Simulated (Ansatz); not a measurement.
Write a Python script for Ansatz's Python interface that makes harmonic frequencies at the relaxed geometry of CH₃AlBF, SMILES F[B]1[CH2][AlH]1. Settings (for the species named): PBE0, def2-SVP basis, multiplicity 1.

```xyz
7

F    -0.8437   -2.2558    1.0006
B    -0.4100   -0.9772    0.4219
C     0.6136    0.2468    0.3880
Al   -0.4540    0.6297   -1.0113
H     1.6710   -0.0827    0.0978
H     0.5637    0.9144    1.2933
H    -1.0794    1.4568   -2.2358
```

`ch3albf_freq.py`
```python
import ansatz as az
from ase import Atoms
from ase.thermochemistry import IdealGasThermo
import numpy as np

system = (
    az.Crystal.molecule()
    .atom('F', [-0.8437, -2.2558, 1.0006])
    .atom('B', [-0.41, -0.9772, 0.4219])
    .atom('C', [0.6136, 0.2468, 0.388])
    .atom('Al', [-0.454, 0.6297, -1.0113])
    .atom('H', [1.671, -0.0827, 0.0978])
    .atom('H', [0.5637, 0.9144, 1.2933])
    .atom('H', [-1.0794, 1.4568, -2.2358])
)

setup = (
    system.calculation()
    .basis(gaussian='def2-SVP')
    .functional('PBE0')
)
symbols = [site.symbol for site in system.cartesian_sites]
start = np.array([site.position_ang for site in system.cartesian_sites], dtype=float)
def progress(event):
    if event['event'] == 'relax_step':
        row = event['data']
        print(f'step {row["step"]:3d}  E = {row["lagrangian_ev"]:.6f} eV  max force {row["allowed_force_max_ev_ang"]:.4f} eV/A')


report = setup.relax(force_tolerance=0.003).session().plan().execute(on_event=progress).report
end = np.array(report['positions_ang'])

print('bond        before    after (A)')
for i, j in [(0, 1), (1, 2), (1, 3), (2, 3), (2, 4), (2, 5), (3, 6)]:
    d0, d1 = (np.linalg.norm(xyz[i] - xyz[j]) for xyz in (start, end))
    print(f'{symbols[i]}{i}-{symbols[j]}{j}'.ljust(10), f'{d0:8.4f} {d1:8.4f}')
for i, j, k in [(0, 1, 2), (0, 1, 3), (2, 1, 3), (1, 2, 3), (1, 2, 4), (1, 2, 5), (3, 2, 4), (3, 2, 5)]:
    u, v = end[i] - end[j], end[k] - end[j]
    print(f'angle {symbols[i]}{i}-{symbols[j]}{j}-{symbols[k]}{k}: {np.degrees(np.arccos(np.clip(u @ v / np.linalg.norm(u) / np.linalg.norm(v), -1, 1))):.2f} deg')

minimum = az.Crystal.molecule()
for symbol, xyz in zip(symbols, end):
    minimum = minimum.atom(symbol, xyz.tolist())
vibrating = (
    minimum.calculation()
    .basis(gaussian='def2-SVP')
    .functional('PBE0')
    .phonons(temperatures=(100, 500, 100))
)
vib = vibrating.run().report['vibrations']
sums = vib['harmonic_sums']
modes = [m['omega_inv_cm'] for m in sums['modes_at_gamma'] if m['rigid_motion'] == 'no']
for number, w in enumerate(modes, start=1):
    print(f'mode {number:2d} {w:9.1f} 1/cm {w / 8065.544 * 1000:8.2f} meV')
print('imaginary modes:', sum(w < 0 for w in modes), ' zero-point energy:', round(sums['zero_point_energy_ev'], 4), 'eV')
gas = IdealGasThermo(vib_energies=[w / 8065.544 for w in modes if w > 0], geometry='linear' if len(modes) == 3 * len(symbols) - 5 else 'nonlinear',
                     atoms=Atoms(symbols, positions=end), symmetrynumber=1, spin=0.0)
print(f'H(298 K) - E = {gas.get_enthalpy(298.15, verbose=False):.4f} eV')
print(f'S(298 K, 1 bar) = {96485.33 * gas.get_entropy(298.15, 1e5, verbose=False):.1f} J/(mol K) with symmetry number 1')
```

```console
$ python ch3albf_freq.py
step   1  E = -11060.228467 eV  max force 3.9134 eV/A
step   2  E = -11061.231917 eV  max force 2.7687 eV/A
step   3  E = -11061.484501 eV  max force 0.8776 eV/A
step   4  E = -11061.508109 eV  max force 0.2606 eV/A
step   5  E = -11061.517385 eV  max force 0.2121 eV/A
step   6  E = -11061.581275 eV  max force 0.7524 eV/A
step   7  E = -11061.651085 eV  max force 1.4567 eV/A
step   8  E = -11061.736054 eV  max force 1.6827 eV/A
step   9  E = -11061.837454 eV  max force 1.0188 eV/A
step  10  E = -11061.896380 eV  max force 0.4237 eV/A
step  11  E = -11061.908455 eV  max force 0.4068 eV/A
step  12  E = -11061.918294 eV  max force 0.1190 eV/A
step  13  E = -11061.919590 eV  max force 0.0908 eV/A
step  14  E = -11061.918682 eV  max force 0.1173 eV/A
step  15  E = -11061.920042 eV  max force 0.0102 eV/A
step  16  E = -11061.920075 eV  max force 0.0080 eV/A
step  17  E = -11061.920078 eV  max force 0.0019 eV/A
bond        before    after (A)
F0-B1        1.4689   1.3256
B1-C2        1.5960   1.4870
B1-Al3       2.1536   1.9897
C2-Al3       1.8012   2.0919
C2-H4        1.1449   1.1169
C2-H5        1.1259   1.0991
Al3-H6       1.6046   1.5902
angle F0-B1-C2: 131.59 deg
angle F0-B1-Al3: 147.95 deg
angle C2-B1-Al3: 72.35 deg
angle B1-C2-Al3: 65.01 deg
angle B1-C2-H4: 122.02 deg
angle B1-C2-H5: 127.21 deg
angle Al3-C2-H4: 70.50 deg
angle Al3-C2-H5: 157.50 deg
mode  1     196.9 1/cm    24.41 meV
mode  2     279.1 1/cm    34.60 meV
mode  3     367.8 1/cm    45.60 meV
mode  4     418.0 1/cm    51.83 meV
mode  5     477.5 1/cm    59.20 meV
mode  6     490.0 1/cm    60.75 meV
mode  7     638.3 1/cm    79.14 meV
mode  8     738.8 1/cm    91.60 meV
mode  9     839.2 1/cm   104.05 meV
mode 10    1044.5 1/cm   129.51 meV
mode 11    1429.5 1/cm   177.23 meV
mode 12    1506.4 1/cm   186.77 meV
mode 13    1927.4 1/cm   238.97 meV
mode 14    2975.5 1/cm   368.92 meV
mode 15    3158.1 1/cm   391.55 meV
imaginary modes: 0  zero-point energy: 1.0221 eV
H(298 K) - E = 1.1920 eV
S(298 K, 1 bar) = 300.4 J/(mol K) with symmetry number 1
```

Total energies depend on the basis set; only differences at equal settings carry meaning. The frequencies are harmonic and unscaled, in a modest basis. The result belongs to the one conformer reached from this start, and soft torsions count as harmonic oscillators. The entropy takes a symmetry number of 1; a symmetric molecule's is lower by R ln(sigma). Hardware and time: 68 s on 1 thread of Intel(R) Xeon(R) 6975P-C (Granite Rapids), on a shared host, peak memory 0.29 GiB.

(Lines on the test bed's own set-up are left out of the output.)
